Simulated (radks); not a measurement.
# Mn in [Ar] 3d5 4s1.75 4d0.25: an all-electron calculation

Wanted: eigenvalues, radial structure and energy terms of neutral manganese.

Method: Dirac Kohn-Sham, PBE, spin-unpolarised, spherical densities, point nucleus; open shells are shared between the two j in proportion to 2j + 1. Code: radks (a radial shooting solver on a logarithmic mesh, Libxc functionals) version 1.

**1. The system**

- element: manganese (Z = 25)
- charge: 0
- electrons: 25
- configuration: [Ar] 3d5 4s1.75 4d0.25

**2. Self-consistent calculation**

The run's settings:

```text
Z 25
configuration [Ar] 3d5 4s1.75 4d0.25
relativity Dirac
functional pbe,pbe
spin unpolarised
j_filling average
nucleus point
c 137.035999084
```

Q: Predict the outcome of this run.

The runs gave:

| quantity | value |
| --- | --- |
| total energy | -1158.26418 hartree |
| exchange-correlation share of it | 4.48 % |
| −T/E | 1.0128 |
| highest occupied level | 4d5/2, -0.276 eV |
| most extended occupied level | 4d5/2, <r> = 22.2 bohr |
| radius at density 0.001 e/bohr³ | 4.40 bohr |
| maxima of the radial density | 4 |

**Reading.** The radial density shows 4 maxima for 4 occupied principal shells. −T/E is 1.013: with relativity the kinetic term as defined here no longer equals −E. This is not the tabulated ground configuration, so its levels and sizes aren't those of the ground state, and no measured value stands beside it.
